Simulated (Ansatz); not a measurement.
# LuAs: the cost of one run

Method: DFT PBEsol, scalar-relativistic, plane waves, PAW, in Ansatz 0.2.0.

### Step 1. The starting structure

It takes space group F-43m (No. 216, cubic). The conventional cell has a = 6.264 Å, b = 6.264 Å, c = 6.264 Å, α = 90.00°, β = 90.00°, γ = 90.00°. Around Lu (site symmetry -43m) lie 4 As at 2.71 Å. As (site symmetry -43m) has 4 Lu at 2.71 Å as nearest neighbours.

Structure file:

```cif
data_structure
_symmetry_space_group_name_H-M 'P 1'
_symmetry_Int_Tables_number 1
_cell_length_a 4.4293
_cell_length_b 4.4293
_cell_length_c 4.4293
_cell_angle_alpha 60.000
_cell_angle_beta 60.000
_cell_angle_gamma 60.000
_cell_volume 61.45
loop_
_atom_site_label
_atom_site_type_symbol
_atom_site_fract_x
_atom_site_fract_y
_atom_site_fract_z
_atom_site_occupancy
Lu1 Lu 0.00000 0.00000 0.00000 1
As1 As 0.25000 0.25000 0.25000 1
```

This cell comes from an earlier session at PBEsol: 30.723 Å³/atom at 0.00 GPa, on a 8×8×8 mesh.

Volume factors to run: 0.980, 1.020, 0.960, 1.040.

### Step 2. Volume × 0.980

File input.yaml:

```yaml
crystal:
  lattice:
    - [0.0, 3.1109611412, 3.1109611412]
    - [3.1109611412, 0.0, 3.1109611412]
    - [3.1109611412, 3.1109611412, 0.0]
  atoms:
    - { symbol: Lu, position: [0.0, 0.0, 0.0] }
    - { symbol: As, position: [0.25, 0.25, 0.25] }
basis:
  ecutwfc: 420
  ecutrho_ratio: 4
kpoints:
  mp_grid: { grid: [8, 8, 8] }
hamiltonian:
  xc: pbesol
scf:
  occupations: { method: gaussian, width: 0.05 }
output:
  forces: true
  stress: true
  eigenvalues: true
```

What time and memory should one allow on 4 threads of an Arm CPU, shared host?

About 2.5 s, with a peak of 0.39 GiB.
